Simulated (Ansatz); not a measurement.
# C2H7BTe: the cost of one run

Computed with Ansatz 0.2.0 through its Python package. Level of theory: PBE0/def2-TZVP.

### Step 1. Starting point

Bond lengths: B1–C2 1.539 Å, C2–C3 1.498 Å, C2–Te4 2.075 Å, B1–H5 1.213 Å, B1–H6 1.226 Å, C2–H7 1.121 Å, C3–H8 1.115 Å, C3–H9 1.145 Å, C3–H10 1.140 Å, Te4–H11 1.701 Å. Angles (14 of 16 angles, heavy atoms first): B1–C2–C3 109.8°, B1–C2–Te4 111.3°, C3–C2–Te4 109.2°, B1–C2–H7 108.4°, C3–C2–H7 108.6°, Te4–C2–H7 109.4°, C2–B1–H5 122.3°, C2–B1–H6 122.4°, C2–C3–H8 111.8°, C2–C3–H9 114.1°, C2–C3–H10 112.1°, C2–Te4–H11 94.0°, H5–B1–H6 115.0°, H8–C3–H9 109.4°.

No structure file is read: the coordinates are typed or built in the script.

### Step 2. The code

Input file tae.py:

```python
"""Atomisation energy of C2H7BTe at the given geometry."""

from collections import Counter

import ansatz as az
from ase import Atoms


def energy_of(molecule, charge=0, unpaired=0):
    calc = molecule.calculation().basis(gaussian="def2-TZVP").functional("PBE0")
    if charge:
        calc = calc.charge(charge)
    if unpaired:
        calc = calc.spin("collinear", total=unpaired)
    return calc.run().report["free_energy_ev"]


def main() -> None:
    atoms = Atoms(["B", "C", "C", "Te", "H", "H", "H", "H", "H", "H", "H"], positions=[
        (-0.3858, 1.4576, -0.5191),
        (-0.0596, -0.044, -0.4306),
        (0.7666, -0.3129, 0.7901),
        (-1.7886, -1.1878, -0.3513),
        (-0.0956, 2.1276, -1.4879),
        (-1.0532, 2.0366, 0.3307),
        (0.5357, -0.3307, -1.3364),
        (1.1022, -1.3751, 0.8373),
        (0.2512, -0.0329, 1.7738),
        (1.7444, 0.2738, 0.7836),
        (-0.952, -2.6691, -0.3695),
    ])
    mol = az.Crystal.molecule_from_ase(atoms)

    # unpaired electrons of the ground-state atoms
    unpaired = {"B": 1, "C": 2, "Te": 2, "H": 1}
    counts = Counter(site.symbol for site in mol.cartesian_sites)
    atom_energy = {s: energy_of(az.Crystal.molecule().atom(s, (0, 0, 0)), 0, unpaired[s]) for s in counts}
    whole = energy_of(mol, 0, 0)
    for s, e in atom_energy.items():
        print(f"{s:2s} x{counts[s]}  {e:14.5f} eV")
    print(f"C2H7BTe: {whole:.5f} eV")
    split = sum(counts[s] * e for s, e in atom_energy.items()) - whole
    print(f"atomisation energy (no zero-point term): {23.060548 * split:.1f} kcal/mol, {split / sum(counts.values()):.3f} eV an atom")


if __name__ == "__main__":
    main()
```

### Step 3. Launch

Command:

```bash
$ python tae.py
```

What time and memory should one allow on 1 thread of Arm Neoverse V1, shared host?

About 8 s, with a peak of 0.39 GiB.
